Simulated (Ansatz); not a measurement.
**C₃H₁₀AlN: small, medium and large basis sets**

The task here is to estimate one member of a computed series from the others.

The runs use Ansatz 0.2.0, Gaussian basis; one geometry, several basis sets.

Levels to be run: PBE0-D4/def2-SVP; ωB97M-V/def2-SVP; PBE0-D4/def2-QZVPP; ωB97M-V/def2-QZVPP; the functionals' def2-TZVPP values are taken from earlier runs.

### The geometry

An earlier PBE0-D4 in a triple-zeta def2 set relaxation fixed the geometry.

SMILES `CC(C)[NH][AlH2]`, 15 atoms, charge 0, spin multiplicity 1.

Atoms are counted from 1 here; the program's logs count them from 0.

Bond lengths: C1–C2 1.523 Å, C1–H6 1.092 Å, C1–H7 1.093 Å, C1–H8 1.095 Å, C2–C3 1.523 Å, C2–N4 1.453 Å, C2–H9 1.097 Å, C3–H10 1.092 Å, C3–H11 1.093 Å, C3–H12 1.095 Å, N4–Al5 1.767 Å, N4–H13 1.012 Å, Al5–H14 1.585 Å, Al5–H15 1.584 Å. Angles: C2–C1–H6 110.7°, C2–C1–H7 111.4°, C2–C1–H8 110.4°, H6–C1–H7 108.6°, H6–C1–H8 107.9°, H7–C1–H8 107.8°, C1–C2–C3 111.0°, C1–C2–N4 111.4°, C1–C2–H9 108.0°, C3–C2–N4 111.4°, C3–C2–H9 108.0°, N4–C2–H9 106.8°, C2–C3–H10 110.7°, C2–C3–H11 111.3°, C2–C3–H12 110.4°, H10–C3–H11 108.6°, H10–C3–H12 107.9°, H11–C3–H12 107.8° and more.

The first run:

Input file in.yaml:

```yaml
crystal:
  periodic: [false, false, false]
  atoms:
    - {symbol: C, position_ang: [-0.394127, -1.431825, -0.824475]}
    - {symbol: C, position_ang: [0.281770, -0.313032, -0.043440]}
    - {symbol: C, position_ang: [1.462763, 0.256571, -0.817541]}
    - {symbol: N, position_ang: [-0.664847, 0.726667, 0.321099]}
    - {symbol: Al, position_ang: [-1.158312, 1.255561, 1.933783]}
    - {symbol: H, position_ang: [-1.217620, -1.861051, -0.250523]}
    - {symbol: H, position_ang: [0.312188, -2.229449, -1.069275]}
    - {symbol: H, position_ang: [-0.802759, -1.047003, -1.764700]}
    - {symbol: H, position_ang: [0.663794, -0.737050, 0.893685]}
    - {symbol: H, position_ang: [1.965533, 1.033898, -0.238947]}
    - {symbol: H, position_ang: [2.190982, -0.521291, -1.061725]}
    - {symbol: H, position_ang: [1.122374, 0.702721, -1.757865]}
    - {symbol: H, position_ang: [-1.060047, 1.168264, -0.499203]}
    - {symbol: H, position_ang: [-0.501710, 0.521059, 3.174945]}
    - {symbol: H, position_ang: [-2.221785, 2.425262, 2.033681]}
basis:
  gaussian: {orbitals: def2-SVP}
hamiltonian: {xc: pbe0, dispersion: d4}
output: {orbitals: {seedname: orbitals}}
```

The run is started by

```
> ansatz run in.yaml --threads 4 --pin off --events-out ev --progress --plain --max-ram 10444MiB
```

Among the steps run: PBE0-D4 in def2-SVP; ωB97M-V in def2-SVP; PBE0-D4 in def2-QZVPP; ωB97M-V in def2-QZVPP.

One of the session's tables, all rows but one given; the rest of the session is left out.

| functional | basis | HOMO (eV) |
| --- | --- | --- |
| PBE0-D4 | def2-SVP | -6.84 |
| PBE0-D4 | def2-TZVPP | -6.90 |
| PBE0-D4 | def2-QZVPP | -6.91 |
| ωB97M-V | def2-SVP | -9.13 |
| ωB97M-V | def2-TZVPP | ? |
| ωB97M-V | def2-QZVPP | -9.24 |

Estimate the missing values for ωB97M-V, def2-TZVPP.

**Answer.** HOMO (eV): -9.23. In the column «HOMO (eV)» it lies between ωB97M-V, def2-QZVPP (-9.24) and ωB97M-V, def2-SVP (-9.13).
